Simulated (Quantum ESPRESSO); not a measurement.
# Sb (P2_1/m) in Quantum ESPRESSO: single point with PBEsol

Aim: the single point of Sb with PBEsol.

Program: Quantum ESPRESSO 7.5. These are calculated values, not measurements. Logs are shortened: lines on timing, memory, paths and dates and some standing lists are left out, and cuts for length are marked.

### 1 Starting point

Symmetry: P2_1/m, No. 11, monoclinic system. The conventional cell has a = 3.122 Å, b = 4.348 Å, c = 4.406 Å, α = 90.00°, β = 90.51°, γ = 90.00°. Sb (site symmetry m) has 6 Sb at 3.04 to 3.15 Å as nearest neighbours.

This isn't the form of Sb at room conditions, which is rhombohedral.

### 2 Single point, PBEsol

The input, scf.in:

```
&CONTROL
  calculation = 'scf'
  prefix = 'pwscf'
  outdir = './tmp'
  pseudo_dir = './pseudo'
/
&SYSTEM
  ibrav = 0
  nat = 2
  ntyp = 1
  ecutwfc = 80
  nbnd = 22
  occupations = 'smearing'
  smearing = 'fd'
  degauss = 0.00367493
  force_symmorphic = .true.
/
&ELECTRONS
  conv_thr = 4d-10
  electron_maxstep = 120
  mixing_beta = 0.5
/
ATOMIC_SPECIES
Sb   121.7600 Sb.upf
CELL_PARAMETERS angstrom
   3.1224020000    0.0000000000    0.0000000000
   0.0000000000    4.3475180000    0.0000000000
  -0.0389150000    0.0000000000    4.4058520000
ATOMIC_POSITIONS angstrom
Sb     0.0261760615    1.0868795000    1.0625417034
Sb     3.0573109385    3.2606385000    3.3433102966
K_POINTS automatic
10 6 6 0 0 0
```

The input, nscf.in:

```
&CONTROL
  calculation = 'nscf'
  prefix = 'pwscf'
  outdir = './tmp'
  pseudo_dir = './pseudo'
/
&SYSTEM
  ibrav = 0
  nat = 2
  ntyp = 1
  ecutwfc = 80
  nbnd = 115
  occupations = 'smearing'
  smearing = 'fd'
  degauss = 0.00367493
  force_symmorphic = .true.
/
&ELECTRONS
  conv_thr = 1d-08
  diago_full_acc = .true.
  diago_thr_init = 1d-06
/
ATOMIC_SPECIES
Sb   121.7600 Sb.upf
CELL_PARAMETERS angstrom
   3.1224020000    0.0000000000    0.0000000000
   0.0000000000    4.3475180000    0.0000000000
  -0.0389150000    0.0000000000    4.4058520000
ATOMIC_POSITIONS angstrom
Sb     0.0261760615    1.0868795000    1.0625417034
Sb     3.0573109385    3.2606385000    3.3433102966
K_POINTS automatic
4 4 4 0 0 0
```

Potentials or basis: PseudoDojo 0.4.1 SR PBEsol standard.

Started as:

```bash
OMP_NUM_THREADS=1 pw.x -in scf.in > scf.out
OMP_NUM_THREADS=1 pw.x -in nscf.in > nscf.out
```

scf.out:

```text
This program is part of the open-source Quantum ESPRESSO suite
     for quantum simulation of materials; please cite
[... 9 lines left out ...]
     --------------------
     sticks:   dense  smooth     PW     G-vecs:    dense   smooth      PW
     Sum        1231    1231    363                39029    39029    6213

     Using Slab Decomposition

     bravais-lattice index     =            0
     lattice parameter (alat)  =       5.9005  a.u.
     unit-cell volume          =     403.6052 (a.u.)^3
     number of atoms/cell      =            2
     number of atomic types    =            1
     number of electrons       =        30.00
     number of Kohn-Sham states=           22
     kinetic-energy cutoff     =      80.0000  Ry
     charge density cutoff     =     320.0000  Ry
     scf convergence threshold =      4.0E-10
     mixing beta               =       0.5000
     number of iterations used =            8  plain     mixing
     Exchange-correlation= PBESOL
                           (   1   4  10   8   0   0   0)

     celldm(1)=   5.900485  celldm(2)=   0.000000  celldm(3)=   0.000000
     celldm(4)=   0.000000  celldm(5)=   0.000000  celldm(6)=   0.000000

     crystal axes: (cart. coord. in units of alat)
               a(1) = (   1.000000   0.000000   0.000000 )
               a(2) = (   0.000000   1.392363   0.000000 )
               a(3) = (  -0.012463   0.000000   1.411046 )

     reciprocal axes: (cart. coord. in units 2 pi/alat)
               b(1) = (  1.000000 -0.000000  0.008833 )
               b(2) = (  0.000000  0.718203 -0.000000 )
               b(3) = (  0.000000  0.000000  0.708694 )

     PseudoPot. # 1 for Sb read from file:
     Sb.upf
     Pseudo is Norm-conserving + core correction, Zval = 15.0
     Generated using ONCVPSP code by D. R. Hamann
     Using radial grid of 1434 points,  6 beta functions with:
                l(1) =   0
                l(2) =   0
                l(3) =   1
                l(4) =   1
                l(5) =   2
                l(6) =   2

     atomic species   valence    mass     pseudopotential
     Sb               15.00   121.76000     Sb( 1.00)

      2 Sym. Ops., with inversion, found

   Cartesian axes

     site n.     atom                  positions (alat units)
         1        Sb     tau(   1) = (   0.0083833   0.3480908   0.3402963  )
         2        Sb     tau(   2) = (   0.9791535   1.0442725   1.0707495  )

     number of k points=   184  Fermi-Dirac smearing, width (Ry)=  0.0037

     Number of k-points >= 100: set verbosity='high' to print them.

     Dense  grid:    39029 G-vectors     FFT dimensions: (  36,  48,  48)

     Initial potential from superposition of free atoms

     starting charge      29.9990, renormalised to      30.0000
     Starting wfcs are   18 randomized atomic wfcs +    4 random wfcs

     Self-consistent Calculation

     iteration #  1     ecut=    80.00 Ry     beta= 0.50
     Davidson diagonalization with overlap
     ethr =  1.00E-02,  avg # of iterations =  5.0

     Threshold (ethr) on eigenvalues was too large:
     Diagonalizing with lowered threshold

     Davidson diagonalization with overlap
     ethr =  1.66E-05,  avg # of iterations =  6.9

     total energy              =    -363.12633952 Ry
     estimated scf accuracy    <       0.00513409 Ry

     iteration #  2     ecut=    80.00 Ry     beta= 0.50
     Davidson diagonalization with overlap
     ethr =  1.71E-05,  avg # of iterations =  1.0

     total energy              =    -363.12649910 Ry
     estimated scf accuracy    <       0.00102175 Ry

     iteration #  3     ecut=    80.00 Ry     beta= 0.50
     Davidson diagonalization with overlap
     ethr =  3.41E-06,  avg # of iterations =  1.8

     total energy              =    -363.12653356 Ry
     estimated scf accuracy    <       0.00004229 Ry

     iteration #  4     ecut=    80.00 Ry     beta= 0.50
     Davidson diagonalization with overlap
     ethr =  1.41E-07,  avg # of iterations =  2.1

     total energy              =    -363.12653809 Ry
     estimated scf accuracy    <       0.00000119 Ry

     iteration #  5     ecut=    80.00 Ry     beta= 0.50
     Davidson diagonalization with overlap
     ethr =  3.95E-09,  avg # of iterations =  3.6

     total energy              =    -363.12653846 Ry
     estimated scf accuracy    <       0.00000009 Ry

     iteration #  6     ecut=    80.00 Ry     beta= 0.50
     Davidson diagonalization with overlap
     ethr =  2.94E-10,  avg # of iterations =  2.6

     total energy              =    -363.12653848 Ry
     estimated scf accuracy    <       0.00000001 Ry

     iteration #  7     ecut=    80.00 Ry     beta= 0.50
     Davidson diagonalization with overlap
     ethr =  3.46E-11,  avg # of iterations =  2.0

     total energy              =    -363.12653849 Ry
     estimated scf accuracy    <          5.8E-10 Ry

     iteration #  8     ecut=    80.00 Ry     beta= 0.50
     Davidson diagonalization with overlap
     ethr =  1.94E-12,  avg # of iterations =  2.6

     End of self-consistent calculation

     Number of k-points >= 100: set verbosity='high' to print the bands.

     the Fermi energy is    10.2675 ev

!    total energy              =    -363.12653849 Ry
     estimated scf accuracy    <          1.4E-10 Ry
     smearing contrib. (-TS)   =      -0.00080548 Ry
     internal energy E=F+TS    =    -363.12573301 Ry

     The total energy is F=E-TS. E is the sum of the following terms:
     one-electron contribution =    -142.46578091 Ry
     hartree contribution      =      86.94355997 Ry
     xc contribution           =     -90.00451683 Ry
     ewald contribution        =    -217.59899524 Ry

     convergence has been achieved in   8 iterations

=------------------------------------------------------------------------------=
   JOB DONE.
=------------------------------------------------------------------------------=
```

It took 4.9 min on 1 thread of Intel Xeon Platinum 8488C (Sapphire Rapids), shared host; peak memory 0.35 GiB.

Results:

```yaml
Band_gap_on_the_k_mesh_mean-field_level: none (metal or under the smearing width)
```

Levels at points of the mesh, in eV from the Fermi level:
| k point | band 12 | band 13 | band 14 | band 15 | band 16 | band 17 | band 18 | band 19 |
| --- | --- | --- | --- | --- | --- | --- | --- | --- |
| (0.00, 0.00, 0.00) | -7.26 | -3.51 | -3.37 | 2.15 | 3.18 | 3.39 | 3.52 | 6.88 |
| (0.00, 0.00, -0.50) | -10.35 | -1.46 | -0.94 | -0.83 | -0.67 | 4.64 | 5.02 | 8.00 |
| (0.00, -0.50, 0.00) | -10.53 | -1.36 | -1.36 | -0.80 | -0.80 | 4.85 | 4.85 | 8.38 |
| (0.00, -0.50, -0.50) | -9.87 | -5.51 | -5.51 | 5.19 | 5.19 | 5.44 | 5.44 | 9.55 |
| (-0.50, 0.00, 0.00) | -5.51 | -4.51 | -1.65 | -1.52 | -1.41 | 4.63 | 4.94 | 4.94 |
| (-0.50, 0.00, -0.50) | -7.96 | -4.00 | -3.69 | 0.43 | 1.01 | 1.56 | 1.66 | 5.63 |
| (-0.50, -0.50, 0.00) | -8.16 | -3.82 | -3.82 | 0.58 | 0.58 | 1.54 | 1.54 | 5.66 |
| (-0.50, -0.50, -0.50) | -7.41 | -3.52 | -3.52 | -3.38 | -3.38 | 2.20 | 2.20 | 7.39 |

Caveat: the k mesh is coarse (spacing up to 0.50 Å⁻¹), so the values aren't converged. The run has no spin-orbit coupling, so splittings on Sb are missing.
